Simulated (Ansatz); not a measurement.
This script for Ansatz's Python interface starts 2 runs on CH7BN2, SMILES BC(N)N. What input does the engine get in each?

Script `spin.py`:
```python
"""Gap between spin states of CH7BN2 at one geometry."""

import ansatz as az


def main() -> None:
    geometry_ang = [
        ("B", [-0.943, 0.923, -0.2059]),
        ("C", [0.2903, 0.0747, 0.1389]),
        ("N", [-0.1013, -0.9384, 1.1104]),
        ("N", [0.914, -0.5565, -1.0601]),
        ("H", [-1.3899, 1.0243, -1.3455]),
        ("H", [-1.5401, 1.5941, 0.631]),
        ("H", [1.0969, 0.7506, 0.5755]),
        ("H", [0.8193, -1.5014, 1.3137]),
        ("H", [-0.3008, -0.4448, 2.0672]),
        ("H", [1.131, 0.1705, -1.7183]),
        ("H", [0.089, -1.1532, -1.4863]),
    ]
    ch7bn2 = az.Crystal.molecule()
    for symbol, xyz in geometry_ang:
        ch7bn2 = ch7bn2.atom(symbol, xyz)

    calculation = (
        ch7bn2.calculation()
        .basis(gaussian="def2-SVP")
        .functional("R2SCAN0")
    )
    found = {}
    for unpaired in [0, 2]:
        rep = calculation.spin("collinear", total=unpaired).run(threads=1, pin="off").report
        s = unpaired / 2
        found[unpaired] = rep["free_energy_ev"]
        print(f"2S+1 = {unpaired + 1}: E = {found[unpaired]:.5f} eV, <S^2> = {abs(rep['mean_field']['state']['spin_squared']):.3f} (pure state {s * (s + 1):.2f})")
    lowest = min(found, key=found.get)
    for unpaired, e in found.items():
        print(f"multiplicity {unpaired + 1}: {96.485332 * (e - found[lowest]):.1f} kJ/mol above the lowest")


if __name__ == "__main__":
    main()
```

Run 1:
```yaml
crystal:
  periodic: [false, false, false]
  atoms:
    - { symbol: B, position_ang: [-0.943, 0.923, -0.2059] }
    - { symbol: C, position_ang: [0.2903, 0.0747, 0.1389] }
    - { symbol: "N", position_ang: [-0.1013, -0.9384, 1.1104] }
    - { symbol: "N", position_ang: [0.914, -0.5565, -1.0601] }
    - { symbol: H, position_ang: [-1.3899, 1.0243, -1.3455] }
    - { symbol: H, position_ang: [-1.5401, 1.5941, 0.631] }
    - { symbol: H, position_ang: [1.0969, 0.7506, 0.5755] }
    - { symbol: H, position_ang: [0.8193, -1.5014, 1.3137] }
    - { symbol: H, position_ang: [-0.3008, -0.4448, 2.0672] }
    - { symbol: H, position_ang: [1.131, 0.1705, -1.7183] }
    - { symbol: H, position_ang: [0.089, -1.1532, -1.4863] }
basis:
  gaussian:
    orbitals: def2-SVP
hamiltonian:
  xc: r2scan0
magnetization:
  spin_polarized: true
  initial_magnetization: 0.0
```

Run 2, against run 1:
```diff
-  initial_magnetization: 0.0
+  initial_magnetization: 2.0
```

```console
$ python spin.py
2S+1 = 1: E = -4798.53923 eV, <S^2> = 0.000 (pure state 0.00)
2S+1 = 3: E = -4795.06384 eV, <S^2> = 2.012 (pure state 2.00)
multiplicity 1: 0.0 kJ/mol above the lowest
multiplicity 3: 335.3 kJ/mol above the lowest
```

In order: multiplicity 1 (+0.00 eV) and multiplicity 3 (+3.48 eV), all at the one geometry.

Total energies depend on the basis set; only differences at equal settings carry meaning. The geometry is a force-field or estimated start, not a minimum of this method, and the basis set is short of its limit. All parts are taken at fixed geometry, without zero-point energy. Hardware and time: 19 s on 1 thread of Arm Neoverse V1 (shared host), peak memory 0.31 GiB.
